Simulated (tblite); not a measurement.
# C5H10GeOS: the cost of one run

Programs: tblite 0.8.0 and PySCF 2.14.0, with density-fitted response routines of our own. Each step states its level of theory. These are calculated values for one molecule in the gas phase, unless marked as measured. Atoms are numbered from 0 throughout.

## 1. The molecule as given

18 atoms, charge 0, multiplicity 1; geometry from: force field or distance geometry start.

Bonds of the start (Å): C0–C1 1.34, C1–S2 1.78, S2–Ge3 2.23, C1–C4 1.49, C4–O5 1.25, C4–C6 1.51, C6–C7 1.53, C0–H8 1.09, C0–H9 1.08, Ge3–H10 1.54, Ge3–H11 1.56, Ge3–H12 1.55, C6–H13 1.12, C6–H14 1.11, C7–H15 1.11, C7–H16 1.11, C7–H17 1.10.

## 2. Optimising the geometry with GFN2-xTB

The job: settings as JSON, then the geometry in Å.

```
{"job": {"kind": "relax", "xc": "GFN2-xTB", "basis": "xTB"}, "charge": 0, "multiplicity": 1}
C     -0.927700     0.308100     2.073700
C     -0.395200     0.306300     0.846200
S     -0.865700     1.588200    -0.297000
Ge    -2.563000     0.397900    -1.119000
C      0.608000    -0.730800     0.477900
O      0.924900    -1.632400     1.289000
C      1.295200    -0.704200    -0.871800
C      2.501900     0.236600    -0.842500
H     -1.652800     1.067600     2.348100
H     -0.683400    -0.434200     2.822100
H     -3.272600     1.185100    -2.238000
H     -3.575700     0.088100     0.028600
H     -2.026700    -0.944300    -1.670700
H      1.647500    -1.732600    -1.125100
H      0.585100    -0.387400    -1.663800
H      3.225600    -0.096400    -0.067000
H      2.993500     0.225300    -1.836500
H      2.172200     1.265200    -0.622200
```

The run is started by

```
OMP_NUM_THREADS=1 python probes_run.py task.json out
```

The driver reads the jobs from task.json and runs them one after another.

Q: Estimate the wall time of this first job on 1 thread of Arm Neoverse V2, shared host.

About 1.6 s.
